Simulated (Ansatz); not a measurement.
Geometry optimisation, DFT PBE, scalar-relativistic, plane waves, PAW (Ansatz).

Input:

```yaml
crystal:
  lattice:
    - [10.86, 0.0, 0.0]
    - [0.0, 10.86, 0.0]
    - [0.0, 0.0, 10.86]
  atoms:
    - { symbol: Si, position: [0.5, 0.0, 0.0] }
    - { symbol: Si, position: [0.625, 0.125, 0.125] }
    - { symbol: Si, position: [0.75, 0.25, 0.0] }
    - { symbol: Si, position: [0.875, 0.375, 0.125] }
    - { symbol: Si, position: [0.75, 0.0, 0.25] }
    - { symbol: Si, position: [0.875, 0.125, 0.375] }
    - { symbol: Si, position: [0.0, 0.0, 0.0] }
    - { symbol: Si, position: [0.125, 0.125, 0.125] }
    - { symbol: Si, position: [0.25, 0.25, 0.0] }
    - { symbol: Si, position: [0.375, 0.375, 0.125] }
    - { symbol: Si, position: [0.5, 0.5, 0.0] }
    - { symbol: Si, position: [0.625, 0.625, 0.125] }
    - { symbol: C, position: [0.875, 0.625, -0.125] }
    - { symbol: Si, position: [0.875, 0.875, 0.125] }
    - { symbol: Si, position: [0.25, 0.0, 0.25] }
    - { symbol: Si, position: [0.375, 0.125, 0.375] }
    - { symbol: Si, position: [0.5, 0.25, 0.25] }
    - { symbol: Si, position: [0.625, 0.375, 0.375] }
    - { symbol: Si, position: [0.75, 0.5, 0.25] }
    - { symbol: Si, position: [0.875, 0.625, 0.375] }
    - { symbol: Si, position: [0.5, 0.0, 0.5] }
    - { symbol: Si, position: [0.625, 0.125, 0.625] }
    - { symbol: Si, position: [0.75, 0.25, 0.5] }
    - { symbol: Si, position: [0.875, 0.375, 0.625] }
    - { symbol: Si, position: [0.75, 0.0, 0.75] }
    - { symbol: Si, position: [0.875, 0.125, 0.875] }
    - { symbol: Si, position: [0.0, 0.5, 0.0] }
    - { symbol: Si, position: [0.125, 0.625, 0.125] }
    - { symbol: Si, position: [0.25, 0.75, 0.0] }
    - { symbol: Si, position: [0.375, 0.875, 0.125] }
    - { symbol: Si, position: [0.0, 0.25, 0.25] }
    - { symbol: Si, position: [0.125, 0.375, 0.375] }
    - { symbol: Si, position: [0.25, 0.5, 0.25] }
    - { symbol: Si, position: [0.375, 0.625, 0.375] }
    - { symbol: Si, position: [0.5, 0.75, 0.25] }
    - { symbol: Si, position: [0.625, 0.875, 0.375] }
    - { symbol: Si, position: [0.0, 0.0, 0.5] }
    - { symbol: Si, position: [0.125, 0.125, 0.625] }
    - { symbol: Si, position: [0.25, 0.25, 0.5] }
    - { symbol: Si, position: [0.375, 0.375, 0.625] }
    - { symbol: Si, position: [0.5, 0.5, 0.5] }
    - { symbol: Si, position: [0.625, 0.625, 0.625] }
    - { symbol: Si, position: [0.75, 0.75, 0.5] }
    - { symbol: Si, position: [0.875, 0.875, 0.625] }
    - { symbol: Si, position: [0.25, 0.0, 0.75] }
    - { symbol: Si, position: [0.375, 0.125, 0.875] }
    - { symbol: Si, position: [0.5, 0.25, 0.75] }
    - { symbol: Si, position: [0.625, 0.375, 0.875] }
    - { symbol: Si, position: [0.75, 0.5, 0.75] }
    - { symbol: Si, position: [0.0, 0.75, 0.25] }
    - { symbol: Si, position: [0.125, 0.875, 0.375] }
    - { symbol: Si, position: [0.0, 0.5, 0.5] }
    - { symbol: Si, position: [0.125, 0.625, 0.625] }
    - { symbol: Si, position: [0.25, 0.75, 0.5] }
    - { symbol: Si, position: [0.375, 0.875, 0.625] }
    - { symbol: Si, position: [0.0, 0.25, 0.75] }
    - { symbol: Si, position: [0.125, 0.375, 0.875] }
    - { symbol: Si, position: [0.25, 0.5, 0.75] }
    - { symbol: Si, position: [0.375, 0.625, 0.875] }
    - { symbol: Si, position: [0.5, 0.75, 0.75] }
    - { symbol: Si, position: [0.625, 0.875, 0.875] }
    - { symbol: Si, position: [0.0, 0.75, 0.75] }
    - { symbol: Si, position: [0.125, 0.875, 0.875] }
total_charge: -2
basis:
  ecutwfc: 420.0
kpoints:
  mp_grid: { grid: [1, 1, 1] }
hamiltonian:
  xc: pbe
  pseudopotentials: { kind: paw, azcp: { folder: soft_1 } }
scf:
  occupations: { method: gaussian, width: 0.02 }
  lower_state_search: "off"
relax:
  f_tol: 0.03
  max_steps: 60
  adjacent_minimum: "off"
```

Command:

```bash
$ ansatz run input.yaml --threads 4 --pin off --max-ram 10240MiB --backend cpu --events-out ev --progress --plain --runs-dir out
```

Task: Where does it end, and by what steps?

Result: The forces met the threshold. The force dipped under the threshold on the way, but the program's further checks kept it going. Limits of this set-up: coarse k mesh, no spin, though dangling bonds at a vacancy may carry it, a typed lattice constant that wasn't relaxed here, charged cell in a uniform background, uncorrected. After 7 steps the energy has fallen by 2.798 eV; C13 moved furthest, 0.64 Å.

```
step  energy less start (eV)  largest force component (eV/Å)  accepted
   0                  0.0000                           1.352       yes
   1                 -1.5050                           1.373       yes
   2                 -2.5295                           0.523       yes
   3                 -2.7126                           0.216       yes
   4                 -2.7282                           0.204       yes
   5                 -2.7925                           0.084       yes
   6                 -2.7983                           0.013       yes
   7                 -2.7983                           0.013       yes
```

```xyz
63
Lattice="10.8600 0.0000 0.0000 0.0000 10.8600 0.0000 0.0000 0.0000 10.8600" Properties=species:S:1:pos:R:3
Si 5.431 -0.001 0.022
Si 6.767 1.388 1.378
Si 8.145 2.714 0.000
Si 9.491 4.169 1.260
Si 8.123 -0.001 2.714
Si 9.496 1.363 4.078
Si -0.069 -0.079 0.022
Si 1.314 1.348 1.346
Si 2.705 2.725 0.003
Si 4.082 4.116 1.346
Si 5.509 5.499 0.022
Si 6.871 7.004 1.274
C 9.871 6.419 -1.726
Si 9.286 9.419 1.274
Si 2.674 0.014 2.729
Si 4.061 1.369 4.084
Si 5.416 2.756 2.729
Si 6.799 4.116 4.063
Si 8.123 5.499 2.636
Si 9.496 6.794 4.048
Si 5.416 0.014 5.471
Si 6.799 1.348 6.831
Si 8.142 2.725 5.440
Si 9.506 4.085 6.800
Si 8.123 -0.079 8.214
Si 9.496 1.333 9.509
Si -0.138 5.568 -0.288
Si 1.261 6.799 1.260
Si 2.716 8.145 0.000
Si 4.042 9.523 1.378
Si -0.034 2.760 2.665
Si 1.353 4.077 4.047
Si 2.670 5.464 2.665
Si 4.067 6.794 4.078
Si 5.431 8.167 2.714
Si 6.767 9.523 4.103
Si -0.034 -0.050 5.475
Si 1.353 1.332 6.792
Si 2.709 2.721 5.436
Si 4.098 4.077 6.792
Si 5.480 5.464 5.475
Si 6.885 6.799 6.884
Si 8.145 8.145 5.429
Si 9.491 9.405 6.884
Si 2.670 -0.050 8.179
Si 4.067 1.363 9.509
Si 5.480 2.760 8.179
Si 6.885 4.169 9.514
Si 8.433 5.568 8.283
Si -0.069 8.167 2.636
Si 1.314 9.491 4.063
Si 0.006 5.424 5.418
Si 1.345 6.784 6.800
Si 2.705 8.148 5.440
Si 4.082 9.491 6.831
Si 0.006 2.703 8.139
Si 1.345 4.085 9.499
Si 2.727 5.424 8.139
Si 4.097 6.794 9.509
Si 5.509 8.167 8.214
Si 6.871 9.419 9.719
Si -0.138 7.857 8.283
Si 1.261 9.405 9.514
```

Whether the end is a true minimum wasn't checked by a vibrational analysis.

Run time: 38 s on 4 threads of Arm Neoverse V1, on a shared host, peak memory 1.1 GiB.
